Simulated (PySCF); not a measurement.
# Changing the system itself: F

How does F answer to another spin, charge, distance or environment?

The runs use PySCF 2.14.0; each script names its method and basis.

1 further run of the same task is left out (it didn't finish).

**1. The atom**

F: 1 atom, charge 0, spin multiplicity 2.

**2. The base run**

input.py

```python
from pyscf import gto, scf, cc

mol = gto.M(
    atom='F 0 0 0',
    basis='def2-svpd',
    charge=0,
    spin=1,
    symmetry=True,
    verbose=4,
)
mf = scf.UHF(mol)
mf.kernel()
mycc = cc.CCSD(mf, frozen=1)
mycc.kernel()
e = mycc.eaccsd(nroots=8)[0]
print('roots (eV) =', (e*27.211386).round(3))
mf.dip_moment()
print('orbital energies (hartree):', [e[max(0, n-3):n+3].round(4) for e, n in zip(mf.mo_energy, mol.nelec)])
```

Launch:

```
$ OMP_NUM_THREADS=1 python input.py
```

The log of this run is left out.

In short: E(SCF) = -99.286476 Eh, 8 cycles, E(CCSD) − E(SCF) = -0.16112 Eh, ⟨S²⟩ = 0.752, attachment roots -3.211, 5.500, 5.707, 5.769, 6.186 eV.

Positive EA roots mean that the added electron is unbound.

**3. Electric field 0.05 a.u.**

Variant 1 changes electric field: none → 0.05 a.u.; point-group symmetry: on → off.

input.py

```python
from pyscf import gto, scf, cc

mol = gto.M(
    atom='F 0 0 0',
    basis='def2-svpd',
    charge=0,
    spin=1,
    verbose=4,
)
mf = scf.UHF(mol)
field = 0.05  # electric field along z, atomic units
h = mf.get_hcore() + field*mol.intor('int1e_r')[2]
mf.get_hcore = lambda *args: h
e_nuc = mol.energy_nuc() - field*mol.atom_charges() @ mol.atom_coords()[:, 2]
mf.energy_nuc = lambda *args: e_nuc
mf.kernel()
mycc = cc.CCSD(mf, frozen=1)
mycc.kernel()
e = mycc.eaccsd(nroots=8)[0]
print('roots (eV) =', (e*27.211386).round(3))
mf.dip_moment()
print('orbital energies (hartree):', [e[max(0, n-3):n+3].round(4) for e, n in zip(mf.mo_energy, mol.nelec)])
```

Launch:

```
$ OMP_NUM_THREADS=1 python input.py
```

**4. Electric field 0.2 a.u.**

Variant 2 changes electric field: none → 0.2 a.u.; point-group symmetry: on → off.

Edit input.py of step 2 so:

```diff
@@ -7,3 +7,2 @@
     spin=1,
-    symmetry=True,
     verbose=4,
@@ -11,2 +10,7 @@
 mf = scf.UHF(mol)
+field = 0.2  # electric field along z, atomic units
+h = mf.get_hcore() + field*mol.intor('int1e_r')[2]
+mf.get_hcore = lambda *args: h
+e_nuc = mol.energy_nuc() - field*mol.atom_charges() @ mol.atom_coords()[:, 2]
+mf.energy_nuc = lambda *args: e_nuc
 mf.kernel()
```

**5. Sextet**

Variant 3 changes spin (2S): 1 → 5.

Edit input.py of step 2 so:

```diff
@@ -6,3 +6,3 @@
     charge=0,
-    spin=1,
+    spin=5,
     symmetry=True,
```

**6. Charge +2**

Variant 4 changes charge: 0 → 2.

Edit input.py of step 2 so:

```diff
@@ -5,3 +5,3 @@
     basis='def2-svpd',
-    charge=0,
+    charge=2,
     spin=1,
```

**7. PCM, ε = 78.36**

Variant 5 changes solvent: none (gas phase) → PCM, ε = 78.36; step after the SCF: eomea → analyze.

input.py

```python
from pyscf import gto, scf, solvent

mol = gto.M(
    atom='F 0 0 0',
    basis='def2-svpd',
    charge=0,
    spin=1,
    symmetry=True,
    verbose=4,
)
mf = scf.UHF(mol)
mf = solvent.PCM(mf)
mf.with_solvent.eps = 78.36
mf.kernel()
mf.analyze()
print('orbital energies (hartree):', [e[max(0, n-3):n+3].round(4) for e, n in zip(mf.mo_energy, mol.nelec)])
```

**8. Electric field 0.005 a.u.**

Variant 6 changes electric field: none → 0.005 a.u.; point-group symmetry: on → off.

Edit input.py of step 2 so:

```diff
@@ -7,3 +7,2 @@
     spin=1,
-    symmetry=True,
     verbose=4,
@@ -11,2 +10,7 @@
 mf = scf.UHF(mol)
+field = 0.005  # electric field along z, atomic units
+h = mf.get_hcore() + field*mol.intor('int1e_r')[2]
+mf.get_hcore = lambda *args: h
+e_nuc = mol.energy_nuc() - field*mol.atom_charges() @ mol.atom_coords()[:, 2]
+mf.energy_nuc = lambda *args: e_nuc
 mf.kernel()
```

Q: Predict the outcome of this session. Wanted: for each run, E(SCF); from base; gap, α spin; after the SCF.

The runs gave:

| run | E(SCF) (hartree) | from base (eV) | cycles | gap, α spin (eV) | after the SCF |
| --- | --- | --- | --- | --- | --- |
| base | -99.286476 | 0 | 8 | 26.10 | CCSD correlation -4.384 eV, core frozen, first root -3.21 eV |
| electric field 0.05 a.u. | -99.293388 | -0.1881 | 9 | 23.52 | CCSD correlation -4.310 eV, core frozen, first root -3.40 eV |
| electric field 0.2 a.u. (poor choice) | -99.364386 | not comparable | 10 | 17.54 | CCSD correlation -4.651 eV, core frozen, first root -6.55 eV |
| sextet | -98.080405 | +32.8188 | 7 | 5.82 | CCSD correlation -2.541 eV, core frozen, first root -17.12 eV |
| charge +2 | -97.241728 | +55.6404 | 8 | 21.74 | CCSD correlation -3.529 eV, core frozen, first root -39.35 eV |
| PCM, ε = 78.36 | -99.287016 | -0.0147 | 8 | 26.12 | n/a |
| electric field 0.005 a.u. | -99.289638 | -0.0861 | 8 | 25.79 | CCSD correlation -4.301 eV, core frozen, first root -3.20 eV |

What this shows: The largest comparable shift of the SCF energy, +32.819 eV, comes with the run “sextet”. The sextet solution found lies 32.82 eV above the base doublet at this geometry and level. A continuum solvent with ε = 78.36 lowers the energy by 0.015 eV. Rows marked «poor choice» come from settings spoiled on purpose.
